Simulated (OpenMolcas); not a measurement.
# A workflow on SiHF3 (SMILES F[SiH](F)F)

Aim: a series of 15 runs (HF/ANO-XS-VDZP, CASSCF(8,8)/ANO-XS-VDZP, DMRG(8,8)/ANO-XS-VDZP, MC-PDFT[ftPBE](7,8)/ANO-XS-VDZP, RASPT2(8,12)/ANO-XS-VDZP, CASPT2(8,8)/ANO-XS-VDZP, MC-PDFT[ftPBE](8,8)/ANO-XS-VDZP, MC-PDFT[ftBLYP](8,8)/ANO-XS-VDZP, and more) of F3HSi. 

The calculation is run with OpenMolcas 26.06.

2 further runs of the same task are left out: 1 that didn't finish, 1 set aside as unsound or not needed.

### 1 Starting point

SiHF3 has 5 atoms, charge 0, and is taken as a singlet. As SMILES, `F[SiH](F)F`. Geometry: relaxed at PBE0-D4/def2-TZVP.

Bond lengths: F1–Si2 1.573 Å, Si2–F3 1.573 Å, Si2–F4 1.573 Å, Si2–H5 1.461 Å. Angles: F1–Si2–F3 108.3°, F1–Si2–F4 108.3°, F3–Si2–F4 108.3°, F1–Si2–H5 110.7°, F3–Si2–H5 110.7°, F4–Si2–H5 110.7°.

### 2 The energy at HF/ANO-XS-VDZP (DKH2) (run 1)

Contents of step1.inp:

```
* F3HSi Hartree-Fock
&GATEWAY
COORD
5
angstrom
F       -0.447100      -0.082200       1.491300
Si       0.040700       0.001700      -0.001800
F       -0.597100       1.281400      -0.657200
F       -0.495900      -1.263300      -0.767200
H        1.499400       0.062400      -0.065100
BASIS = ANO-XS-VDZP
GROUP = NoSym
&SEWARD
RELATIVISTIC = R02E00
&SCF
PRORBITALS = 1 2
```

On the command line:

```bash
$ export MOLCAS_MEM=1860
$ pymolcas step1.inp > step1.log
```

Standard output, shortened:

```text
--- Start Module: gateway ---
[...]
--- Stop Module: gateway /rc=_RC_ALL_IS_WELL_ ---
--- Start Module: seward ---
[...]
      Basis functions           65
--- Stop Module: seward /rc=_RC_ALL_IS_WELL_ ---
--- Start Module: scf ---
[...]
       Convergence after  10 Iterations
[...]
::    Total SCF energy                               -588.8429311616
[...]
      Total spin, S                                     0.0000000000
[...]
      Total electronic charge=   42.000000
      Total            charge=   -0.000000
[...]
      Dipole Moment (debye):
      Origin of the operator (angstrom)=   -0.3095   -0.0129    0.0134
                   X=  1.6292E+00               Y=  6.7874E-02               Z= -7.1314E-02           Total=  1.6321E+00
      Quadrupole Moment (debye*angstrom):
[...]
--- Stop Module: scf /rc=_RC_ALL_IS_WELL_ ---
[...]
```

Run time: 2 s. Hardware: 1 thread of Intel Xeon 6975P-C (Granite Rapids), shared host; peak memory 0.41 GiB.

### 3 The vertical excitations at CASSCF(8,8)/ANO-XS-VDZP (DKH2, 2 states averaged) (run 2)

Contents of step2.inp:

```
* F3HSi CASSCF

&gateway
 coord
 5
 angstrom
 F       -0.447100      -0.082200       1.491300
 Si       0.040700       0.001700      -0.001800
 F       -0.597100       1.281400      -0.657200
 F       -0.495900      -1.263300      -0.767200
 H        1.499400       0.062400      -0.065100
 basis=ANO-XS-VDZP
 group=NoSym

&seward
 relativistic=R02E00

&rasscf
 fileorb=$CurrDir/step1.ScfOrb
 spin=1
 nactel=8 0 0
 inactive=17
 ras2=8
 ciroot=2 2 1
 orblisting=Few
```

On the command line:

```bash
$ export MOLCAS_MEM=1860
$ pymolcas step2.inp > step2.log
```

Standard output, shortened:

```text
--- Start Module: gateway ---
[...]
--- Stop Module: gateway /rc=_RC_ALL_IS_WELL_ ---
[...]
      Basis functions           65
[...]
      Number of active orbitals                  8
[...]
      Spin quantum number                      0.0
[...]
      Active orbitals                            8
[...]
      Number of CSFs                          1764
[...]
      Number of root(s) required                 2
[...]
      Convergence after 57 iterations
[...]
      Natural orbitals and occupation numbers for root  1
      sym 1:   1.982037   1.979301   1.982139   1.998596   0.017683   0.001111   0.021249   0.017883
      Natural orbitals and occupation numbers for root  2
      sym 1:   1.979348   1.975349   1.980993   1.048161   0.018831   0.957519   0.021522   0.018276
      ************************************************************************************************************************
      *                                                    Final results                                                     *
[...]
::    RASSCF root number  1 Total energy:   -588.92735691
::    RASSCF root number  2 Total energy:   -588.46090899
[...]
      Total electronic charge=   42.000000
      Total            charge=   -0.000000
[...]
```

It took 8.7 s on 1 thread of Intel Xeon 6975P-C (Granite Rapids), shared host; peak memory 0.41 GiB.

Runs 3 to 5 aren't shown in full; the table further down has their settings and results.

[end of part 1 of 3]
